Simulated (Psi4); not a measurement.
**CH7BSi2 (SMILES CB1[SiH2][SiH2]1): levels of theory compared**

Aim: a comparison of 3 runs (HF/STO-3G, HF/3-21G, TPSSh/6-31G*) of CH7BSi2. 

The results are computed with Psi4 1.11.

## Step 1: Starting point

CH7BSi2 has 11 atoms, charge 0, and is taken as a singlet. SMILES: `CB1[SiH2][SiH2]1`. The Si3–H9 distance was set to 2.680 Å, away from the relaxed value. At this shape a bond of the SMILES string is far longer than usual.

Bond lengths: C1–B2 1.566 Å, B2–Si3 1.907 Å, B2–Si4 1.907 Å, C1–H5 1.092 Å, C1–H6 1.099 Å, C1–H7 1.092 Å, Si3–H8 1.482 Å, Si4–H10 1.489 Å, Si4–H11 1.482 Å. Some angles: C1–B2–Si3 130.2°, C1–B2–Si4 130.2°, Si3–B2–Si4 83.2°, B2–C1–H5 114.1°, B2–C1–H6 106.3°, B2–C1–H7 114.1°, B2–Si3–H8 124.3°, B2–Si4–H10 124.9°, B2–Si4–H11 124.3°, H5–C1–H6 106.2°. A long bond or contact: Si3–Si4 2.531 Å.

## Step 2: The energy at HF/STO-3G (run 1)

File job.py:

```python
import psi4

psi4.set_memory('2200 MB')
psi4.set_num_threads(1)
psi4.set_output_file('run.log', False)

geom = psi4.geometry("""
0 1
C
B 1 1.56601
Si 2 1.90671 1 130.23951
Si 2 1.906658 1 130.23309 3 -120.77895
H 1 1.092438 2 114.13197 4 -123.68006
H 1 1.09861 5 106.23887 2 116.74559
H 1 1.092336 5 109.19011 6 114.19403
H 3 1.481943 2 124.29123 1 165.73059
H 3 2.6802 8 110.69604 4 -144.61724
H 4 1.48898 2 124.93817 1 11.18595
H 4 1.481994 10 110.70012 2 177.3169
symmetry c1
no_reorient
no_com
""")

psi4.set_options({
    'basis': 'STO-3G',
    'reference': 'rhf',
    'puream': True,
    'e_convergence': 1e-09,
    'd_convergence': 1e-08,
    'scf_type': 'pk',
})

e, wfn = psi4.energy('hf', molecule=geom, return_wfn=True)
psi4.oeprop(wfn, 'LOWDIN_CHARGES', 'WIBERG_LOWDIN_INDICES', 'QUADRUPOLE')
print(f'total energy {e:.8f} hartree = {e * 27.211386:.5f} eV')
```

The run is started by

```bash
$ python job.py
```

run.log:

```text
[...]
  Running in c1 symmetry.
[...]
  Nuclear repulsion =  178.284460021268046
[...]
  Multiplicity = 1
[...]
  Nalpha       = 23
  Nbeta        = 23
[...]
    Number of basis functions: 35
[...]
   @RHF iter   1:  -636.61068615904640   -3.53168e+00   5.68590e-03 ADIIS/DIIS
[...]
   @RHF iter  13:  -636.69473207563180   -7.27596e-12   9.43689e-09 DIIS
[...]
  @RHF Final Energy:  -636.69473207563180
   => Energetics <=
    Nuclear Repulsion Energy =            178.2844600212680461
    One-Electron Energy =               -1240.1065001190886505
    Two-Electron Energy =                 425.1273080221889131
    Total Energy =                       -636.6947320756318049
[...]
 Multipole Moments:
 ------------------------------------------------------------------------------------
     Multipole            Electronic (a.u.)      Nuclear  (a.u.)        Total (a.u.)
 ------------------------------------------------------------------------------------
 L = 1.  Multiply by 2.5417464519 to convert [e a0] to [Debye]
 Dipole X            :          0.8213477           -0.8356964           -0.0143487
 Dipole Y            :          2.0825884           -1.3756377            0.7069507
 Dipole Z            :          2.8003561           -2.4544799            0.3458763
 Magnitude           :                                                    0.7871566
 L = 2.  Multiply by 1.3450342976 to convert [e a0^2] to [Debye ang]
 Quadrupole XX       :       -104.6379524           77.6901711          -26.9477813
 Quadrupole XY       :         78.3634237          -78.3539651            0.0094586
[...]
```

On the terminal:

```text
total energy -636.69473208 hartree = -17325.34612 eV
```

Wall time 1.6 s (1 thread of Intel Xeon 6975P-C (Granite Rapids), shared host); peak memory 0.18 GiB.

## Step 3: The energy at HF/3-21G (run 2)

File calc.dat:

```
memory 2200 mb

molecule molecule1 {
  0 1
  C
  B 1 1.56601
  Si 2 1.90671 1 130.23951
  Si 2 1.906658 1 130.23309 3 -120.77895
  H 1 1.092438 2 114.13197 4 -123.68006
  H 1 1.09861 5 106.23887 2 116.74559
  H 1 1.092336 5 109.19011 6 114.19403
  H 3 1.481943 2 124.29123 1 165.73059
  H 3 2.6802 8 110.69604 4 -144.61724
  H 4 1.48898 2 124.93817 1 11.18595
  H 4 1.481994 10 110.70012 2 177.3169
  units angstrom
  symmetry c1
  no_reorient
  no_com
}

set basis 3-21G
set puream true
set e_convergence 1e-09
set d_convergence 1e-08
set scf_type pk

e, wfn = energy('hf', return_wfn=True)
oeprop(wfn, 'DIPOLE', 'LOWDIN_CHARGES', 'QUADRUPOLE')
print_variables()
```

The run is started by

```bash
$ psi4 -n 1 calc.dat calc.out
```

calc.out:

```text
[...]
  Running in c1 symmetry.
[...]
  Nuclear repulsion =  178.284460021268046
[...]
  Multiplicity = 1
[...]
  Nalpha       = 23
  Nbeta        = 23
[...]
    Number of basis functions: 58
[...]
   @RHF iter   1:  -640.74798247548938   -7.48804e-01   5.38011e-03 ADIIS/DIIS
[...]
   @RHF iter  13:  -640.83358466180107   -2.50111e-12   5.41154e-09 DIIS
[...]
  @RHF Final Energy:  -640.83358466180107
   => Energetics <=
    Nuclear Repulsion Energy =            178.2844600212680461
    One-Electron Energy =               -1239.7911900797053022
    Two-Electron Energy =                 420.6731453966363574
    Total Energy =                       -640.8335846618010692
[...]
 Multipole Moments:
 ------------------------------------------------------------------------------------
     Multipole            Electronic (a.u.)      Nuclear  (a.u.)        Total (a.u.)
 ------------------------------------------------------------------------------------
 L = 1.  Multiply by 2.5417464519 to convert [e a0] to [Debye]
 Dipole X            :          0.8839829           -0.8356964            0.0482865
 Dipole Y            :          2.2230408           -1.3756377            0.8474031
 Dipole Z            :          2.4467747           -2.4544799           -0.0077052
 Magnitude           :                                                    0.8488127
 L = 2.  Multiply by 1.3450342976 to convert [e a0^2] to [Debye ang]
 Quadrupole XX       :       -111.1899518           77.6901711          -33.4997807
 Quadrupole XY       :         77.9077125          -78.3539651           -0.4462526
[...]
```

Wall time 1.9 s (1 thread of Intel Xeon 6975P-C (Granite Rapids), shared host); peak memory 0.2 GiB.

## Step 4: Energy and gradient at TPSSh/6-31G(d) (spherical functions) (run 3)

File ch7bsi2.in:

```
memory 2200 MB

molecule m {
  C
  B 1 1.56601
  Si 2 1.90671 1 130.23951
  Si 2 1.906658 1 130.23309 3 -120.77895
  H 1 1.092438 2 114.13197 4 -123.68006
  H 1 1.09861 5 106.23887 2 116.74559
  H 1 1.092336 5 109.19011 6 114.19403
  H 3 1.481943 2 124.29123 1 165.73059
  H 3 2.6802 8 110.69604 4 -144.61724
  H 4 1.48898 2 124.93817 1 11.18595
  H 4 1.481994 10 110.70012 2 177.3169
  units angstrom
  symmetry c1
}

set {
  basis                6-31G*
  puream               true
  e_convergence        1e-09
  d_convergence        1e-08
  scf_type             pk
  dft_radial_points    99
  dft_spherical_points 590
}

result, w = gradient("tpssh", return_wfn=True)
oeprop(w, "LOWDIN_CHARGES", "DIPOLE", "QUADRUPOLE", title="TPSSH")
```

The run is started by

```bash
$ psi4 ch7bsi2.in ch7bsi2.out -n 1
```

ch7bsi2.out:

```text
[...]
  Running in c1 symmetry.
[...]
  Nuclear repulsion =  178.284460021268046
[...]
  Multiplicity = 1
[...]
  Nalpha       = 23
  Nbeta        = 23
[...]
    Number of basis functions: 78
[...]
   @RKS iter   1:  -645.53335878539724   -1.04755e-01   9.88604e-03 ADIIS/DIIS
[...]
   @RKS iter  14:  -645.97947059130013   -8.91305e-11   7.22724e-09 DIIS
[...]
  @RKS Final Energy:  -645.97947059130013
   => Energetics <=
    Nuclear Repulsion Energy =            178.2844600212680461
    One-Electron Energy =               -1244.8538248116794875
    Two-Electron Energy =                 469.2085469513597218
    DFT Exchange-Correlation Energy =     -48.6186527522485008
    Empirical Dispersion Energy =           0.0000000000000000
    VV10 Nonlocal Energy =                  0.0000000000000000
    Total Energy =                       -645.9794705913001280
[...]
  -Total Gradient:
     Atom            X                  Y                   Z
    ------   -----------------  -----------------  -----------------
       1       -0.000233827420    -0.001558977599     0.002259383828
       2       -0.005209788400     0.005457722265     0.005983274465
       3        0.007930066420     0.036550723340     0.009560656576
       4        0.006108519921     0.000660997460    -0.008060180581
       5        0.000540342803     0.001931561391    -0.000118607169
       6       -0.002014149778    -0.001413924956     0.000821025948
       7        0.001942321263    -0.001061071680     0.001386735820
       8       -0.000228859341     0.003223854043    -0.001646820281
       9       -0.007515992072    -0.042204569416    -0.011478525479
      10       -0.002198688586    -0.001088611302     0.000523974780
      11        0.000877933151    -0.000499421648     0.000771155563
[...]
```

Run time: 49 s. Hardware: 1 thread of Intel Xeon 6975P-C (Granite Rapids), shared host; peak memory 1.2 GiB.

## Step 5: The series

| run | level | task | integration grid | energy (Eh) | dipole moment (D) | HOMO energy (eV) | LUMO energy (eV) | wall time |
| --- | --- | --- | --- | --- | --- | --- | --- | --- |
| 1 | HF/STO-3G | energy | – | -636.694732 | 2.00 | -4.59 | 3.58 | 1.6 s |
| 2 | HF/3-21G | energy | – | -640.833585 | 2.16 | -8.23 | 0.10 | 1.9 s |
| 3 | TPSSh/6-31G* (spherical functions) | gradient | 99 radial × 590 angular | -645.979471 | 2.32 | -6.21 | -3.33 | 49 s |

## Step 6: Summary of results

| quantity | value |
| --- | --- |
| run 3: total energy | -645.97947 Eh |
| run 3: dipole moment | 2.32 D |
| run 3: HOMO energy | -6.21 eV |
| run 3: LUMO energy | -3.33 eV |
| run 3: HOMO–LUMO gap | 2.88 eV |
| run 3: largest force on an atom | 2.282 eV/Å |

What this shows: The dipole moment (its size) runs from 2.00 D (HF/STO-3G) to 2.32 D (TPSSh/6-31G*). The two ends differ in method and basis. The HOMO–LUMO gap runs from 2.88 eV (TPSSh/6-31G*) to 8.33 eV (HF/3-21G). In run 1 the basis is minimal, so the values are rough. In all runs a closed-shell determinant meets a far-stretched bond; if it breaks into open shells, such a determinant describes it badly, and no broken-symmetry solution was shown. All runs together took 52 s, the longest 49 s.
